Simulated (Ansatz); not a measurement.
Born–Oppenheimer molecular dynamics of a periodic cell of 30 atoms, CaScSi3HO9 (host CaScSi3HO9, host structure P-1). It goes on from the last frame of an earlier run, with new velocities.

Level of theory: DFT LDA, scalar-relativistic, plane waves, PAW in Ansatz 0.2.0. Settings: accuracy low, cutoff 420 eV, k mesh 2x2x2, fermi-dirac smearing 0.05 eV, no spin polarisation.

```json
{
 "ensemble": "NVE (velocity Verlet)",
 "time step": "0.5 fs",
 "steps asked": "200",
 "starting velocities drawn for": "1920 K",
 "seed": "949188"
}
```

Frames 2.5 fs apart, positions in Å.

Velocities at 35 fs (Å/ps):

```
Ca 5.70 -0.80 0.00
Ca 1.66 -6.69 -1.15
Sc -11.23 3.97 -0.53
Sc 4.72 -2.14 1.62
Si -1.06 0.18 -4.97
Si -7.15 12.50 6.72
Si -9.99 -2.98 -14.87
Si 10.87 7.62 10.69
Si 12.57 -7.85 2.38
Si -0.39 1.07 0.65
H -89.37 -31.35 6.02
H -24.20 -23.81 58.24
O 0.97 6.00 2.43
O -24.12 6.11 -5.79
O -5.80 -0.15 -19.54
O 5.37 -10.14 11.51
O -9.84 -4.25 1.14
O 3.37 13.26 6.83
O -4.02 -5.63 7.37
O -7.89 3.92 -3.09
O 1.16 -1.98 5.06
O 5.92 -0.26 0.73
O 12.15 7.66 -23.18
O -10.96 -14.42 -6.96
O 5.07 3.43 9.26
O 3.44 3.47 8.66
O 0.58 -0.49 -0.25
O 2.66 -5.99 3.65
O 9.85 -0.66 -4.16
O 10.61 -1.27 1.05
```

```xyz
30
Lattice="7.0039 0.0000 0.0000 -0.2335 7.2796 0.0000 -0.4868 -1.9438 7.4742" Properties=species:S:1:pos:R:3 time_fs=35 energy_less_start_eV=1.289 T=1576
Ca 1.853 5.106 4.861
Ca 4.229 0.148 2.671
Sc 2.163 1.628 4.922
Sc 4.381 3.464 2.388
Si 1.361 0.213 1.959
Si 5.234 5.264 5.531
Si 0.804 3.107 2.143
Si 5.306 2.117 5.464
Si 2.260 5.381 0.399
Si 3.903 0.056 7.094
H 7.081 6.067 2.980
H -0.118 0.080 5.395
O 4.257 5.315 4.268
O 2.248 0.590 3.179
O 4.213 2.167 4.169
O 1.671 3.203 3.539
O 2.840 0.014 5.892
O 3.572 5.011 1.276
O 6.946 6.482 2.124
O 0.005 -1.079 5.111
O 6.077 3.208 2.230
O -0.311 1.498 5.095
O 1.780 3.205 6.169
O 4.037 1.941 1.189
O 1.016 1.738 1.503
O 5.473 3.753 5.981
O 1.103 4.418 1.201
O 4.856 1.457 6.848
O 1.811 7.049 0.608
O 4.659 -1.335 6.853
30
Lattice="7.0039 0.0000 0.0000 -0.2335 7.2796 0.0000 -0.4868 -1.9438 7.4742" Properties=species:S:1:pos:R:3 time_fs=37.5 energy_less_start_eV=1.108 T=1625
Ca 1.867 5.104 4.862
Ca 4.235 0.131 2.667
Sc 2.134 1.639 4.921
Sc 4.391 3.459 2.393
Si 1.357 0.217 1.944
Si 5.218 5.296 5.548
Si 0.777 3.103 2.108
Si 5.334 2.139 5.491
Si 2.291 5.360 0.404
Si 3.903 0.059 7.095
H 6.835 5.980 3.020
H -0.178 -0.013 5.498
O 4.258 5.331 4.271
O 2.190 0.601 3.170
O 4.199 2.165 4.123
O 1.684 3.179 3.565
O 2.813 0.005 5.894
O 3.580 5.046 1.293
O 6.933 6.468 2.144
O -0.019 -1.070 5.106
O 6.090 3.203 2.244
O -0.292 1.494 5.096
O 1.811 3.225 6.117
O 4.009 1.905 1.171
O 1.028 1.741 1.522
O 5.482 3.759 6.001
O 1.106 4.417 1.198
O 4.858 1.438 6.859
O 1.839 7.041 0.595
O 4.689 -1.340 6.854
30
Lattice="7.0039 0.0000 0.0000 -0.2335 7.2796 0.0000 -0.4868 -1.9438 7.4742" Properties=species:S:1:pos:R:3 time_fs=40 energy_less_start_eV=1.188 T=1603
Ca 1.882 5.102 4.863
Ca 4.242 0.113 2.664
Sc 2.104 1.652 4.918
Sc 4.395 3.457 2.399
Si 1.349 0.225 1.924
Si 5.204 5.329 5.565
Si 0.746 3.109 2.078
Si 5.361 2.168 5.514
Si 2.317 5.339 0.407
Si 3.904 0.063 7.096
H 6.583 5.940 3.025
H -0.216 -0.159 5.508
O 4.256 5.348 4.270
O 2.140 0.605 3.171
O 4.189 2.159 4.086
O 1.691 3.159 3.584
O 2.784 -0.002 5.898
O 3.591 5.083 1.311
O 6.913 6.452 2.171
O -0.052 -1.063 5.106
O 6.123 3.199 2.260
O -0.268 1.485 5.096
O 1.846 3.247 6.081
O 3.978 1.869 1.155
O 1.037 1.733 1.531
O 5.493 3.763 6.017
O 1.115 4.417 1.190
O 4.853 1.412 6.869
O 1.875 7.020 0.579
O 4.725 -1.345 6.852
30
Lattice="7.0039 0.0000 0.0000 -0.2335 7.2796 0.0000 -0.4868 -1.9438 7.4742" Properties=species:S:1:pos:R:3 time_fs=42.5 energy_less_start_eV=1.429 T=1539
Ca 1.897 5.100 4.865
Ca 4.250 0.095 2.660
Sc 2.071 1.666 4.915
Sc 4.395 3.454 2.407
Si 1.335 0.233 1.899
Si 5.194 5.358 5.579
Si 0.717 3.122 2.057
Si 5.389 2.199 5.535
Si 2.339 5.318 0.405
Si 3.906 0.067 7.094
H 6.396 5.995 2.942
H -0.230 -0.226 5.486
O 4.253 5.366 4.265
O 2.099 0.601 3.185
O 4.183 2.152 4.059
O 1.694 3.145 3.591
O 2.756 -0.007 5.904
O 3.604 5.121 1.330
O 6.886 6.434 2.203
O -0.093 -1.067 5.111
O 6.168 3.197 2.277
O -0.242 1.476 5.095
O 1.882 3.270 6.062
O 3.947 1.837 1.142
O 1.043 1.717 1.528
O 5.505 3.766 6.029
O 1.130 4.418 1.177
O 4.843 1.383 6.879
O 1.915 6.989 0.562
O 4.763 -1.348 6.853
30
Lattice="7.0039 0.0000 0.0000 -0.2335 7.2796 0.0000 -0.4868 -1.9438 7.4742" Properties=species:S:1:pos:R:3 time_fs=45 energy_less_start_eV=1.589 T=1496
Ca 1.912 5.099 4.867
Ca 4.259 0.076 2.657
Sc 2.038 1.680 4.909
Sc 4.392 3.452 2.415
Si 1.319 0.237 1.872
Si 5.189 5.381 5.588
Si 0.692 3.139 2.043
Si 5.418 2.231 5.552
Si 2.356 5.299 0.399
Si 3.905 0.067 7.090
H 6.260 6.086 2.864
H -0.227 -0.106 5.487
O 4.250 5.384 4.257
O 2.069 0.588 3.208
O 4.184 2.142 4.042
O 1.689 3.138 3.586
O 2.730 -0.010 5.914
O 3.622 5.157 1.352
O 6.859 6.418 2.234
O -0.140 -1.089 5.115
O 6.214 3.197 2.297
O -0.216 1.468 5.095
O 1.921 3.293 6.064
O 3.917 1.810 1.133
O 1.044 1.701 1.513
O 5.516 3.772 6.037
O 1.149 4.419 1.157
O 4.830 1.355 6.886
O 1.954 6.949 0.549
O 4.797 -1.344 6.859
30
Lattice="7.0039 0.0000 0.0000 -0.2335 7.2796 0.0000 -0.4868 -1.9438 7.4742" Properties=species:S:1:pos:R:3 time_fs=47.5 energy_less_start_eV=1.837 T=1431
Ca 1.927 5.098 4.869
Ca 4.268 0.058 2.653
Sc 2.002 1.694 4.903
Sc 4.386 3.450 2.425
Si 1.300 0.236 1.845
Si 5.189 5.398 5.590
Si 0.679 3.158 2.034
Si 5.447 2.261 5.565
Si 2.370 5.283 0.389
Si 3.902 0.062 7.083
H 6.113 6.154 2.888
H -0.197 0.017 5.431
O 4.245 5.402 4.247
O 2.047 0.565 3.236
O 4.192 2.133 4.035
O 1.679 3.138 3.568
O 2.708 -0.011 5.927
O 3.644 5.190 1.376
O 6.836 6.411 2.255
O -0.191 -1.115 5.123
O 6.247 3.200 2.320
O -0.193 1.462 5.098
O 1.962 3.315 6.084
O 3.889 1.788 1.127
O 1.039 1.692 1.485
O 5.527 3.780 6.041
O 1.173 4.420 1.133
O 4.819 1.331 6.888
O 1.991 6.904 0.541
O 4.827 -1.332 6.876
30
Lattice="7.0039 0.0000 0.0000 -0.2335 7.2796 0.0000 -0.4868 -1.9438 7.4742" Properties=species:S:1:pos:R:3 time_fs=50 energy_less_start_eV=1.659 T=1478
Ca 1.941 5.099 4.871
Ca 4.275 0.041 2.649
Sc 1.967 1.707 4.895
Sc 4.377 3.447 2.435
Si 1.280 0.228 1.819
Si 5.195 5.409 5.583
Si 0.683 3.177 2.030
Si 5.473 2.286 5.575
Si 2.384 5.269 0.376
Si 3.894 0.052 7.074
H 6.053 6.235 2.929
H -0.163 0.063 5.300
O 4.240 5.420 4.235
O 2.031 0.531 3.265
O 4.208 2.123 4.039
O 1.663 3.145 3.538
O 2.689 -0.010 5.944
O 3.668 5.219 1.401
O 6.814 6.409 2.271
O -0.242 -1.137 5.137
O 6.258 3.206 2.349
O -0.172 1.457 5.105
O 2.005 3.334 6.121
O 3.864 1.772 1.127
O 1.027 1.694 1.447
O 5.538 3.792 6.042
O 1.200 4.418 1.103
O 4.812 1.318 6.883
O 2.021 6.858 0.540
O 4.849 -1.311 6.902
```

Of the whole run (100 fs, mean temperature of the second half 1567 K): The conserved energy stayed within 0.15 meV per atom of its start (net change 0.14 meV per atom), so the integration is sound. A run of 0.1 ps of so small a system gives no equilibrium averages. Limits of this set-up: low accuracy level.

Run time: 23 min on 2 threads of Arm Neoverse V2, on a shared host, peak memory 1.1 GiB.
